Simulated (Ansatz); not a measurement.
# AlH7O3Si: the cost of one run

All numbers below are computed with Ansatz 0.2.0 (RKS PBE-D4/def2-SVP).

### 1 The starting structure

Bond lengths: Al1–O3 1.631 Å, Al1–O4 1.630 Å, Al1–O6 2.178 Å, O6–Si7 1.606 Å, O3–H8 0.944 Å, O4–H9 0.943 Å, Si7–H10 1.467 Å, Si7–H11 1.463 Å, Si7–H12 1.469 Å. Angles: Al1–O3–H8 170.7°, O3–Al1–O4 131.8°, O3–Al1–O6 110.9°, O4–Al1–O6 111.7°, Al1–O4–H9 169.2°, Al1–O6–Si7 168.3°, O6–Si7–H10 109.0°, O6–Si7–H11 109.5°, O6–Si7–H12 105.7°, H10–Si7–H11 111.0°, H10–Si7–H12 110.5°, H11–Si7–H12 111.0°.

As a file:

```xyz
12

Al   -0.3179   -1.2654    0.7677
H     0.5797   -1.5571   -0.9961
O     0.7538   -1.4578    1.9827
O    -1.8749   -1.7219    0.6108
H     0.4362   -0.5973   -0.8337
O     0.1066    0.5475   -0.3618
Si    0.3536    2.0360   -0.9113
H     1.4516   -1.4560    2.6188
H    -2.7764   -1.8758    0.3811
H     1.6112    2.5479   -0.3572
H    -0.7721    2.8893   -0.5297
H     0.4486    1.9106   -2.3714
```

### 2 A restrained relaxation towards end A

Springs on the bonds that form and break draw the guess towards this end; the thresholds are loose.

Input file input.yaml:

```yaml
crystal:
  periodic: [false, false, false]
  atoms:
    - { symbol: Al, position_ang: [-0.3179, -1.2654, 0.7677] }
    - { symbol: H, position_ang: [0.5797, -1.5571, -0.9961] }
    - { symbol: O, position_ang: [0.7538, -1.4578, 1.9827] }
    - { symbol: O, position_ang: [-1.8749, -1.7219, 0.6108] }
    - { symbol: H, position_ang: [0.4362, -0.5973, -0.8337] }
    - { symbol: O, position_ang: [0.1066, 0.5475, -0.3618] }
    - { symbol: Si, position_ang: [0.3536, 2.036, -0.9113] }
    - { symbol: H, position_ang: [1.4516, -1.456, 2.6188] }
    - { symbol: H, position_ang: [-2.7764, -1.8758, 0.3811] }
    - { symbol: H, position_ang: [1.6112, 2.5479, -0.3572] }
    - { symbol: H, position_ang: [-0.7721, 2.8893, -0.5297] }
    - { symbol: H, position_ang: [0.4486, 1.9106, -2.3714] }
basis:
  gaussian: { orbitals: def2-SVP }
hamiltonian:
  xc: pbe
  dispersion: d4
relax:
  f_tol: 0.15
  max_steps: 25
  restrain:
    - { distance: [0, 5], at: 3.17, k: 30.0 }
    - { distance: [4, 1], at: 1.92, k: 30.0 }
    - { distance: [0, 1], at: 1.52, k: 30.0 }
    - { distance: [4, 5], at: 0.97, k: 30.0 }
```

Started as:

```console
$ ansatz run input.yaml --threads 2 --pin off --max-ram 3072MiB --backend cpu --events-out ev --progress --plain --runs-dir out
```

Q: Estimate wall time and peak memory on 2 threads of Intel Xeon 6975P-C (Granite Rapids), shared host.

About 22 s, with a peak of 0.17 GiB.
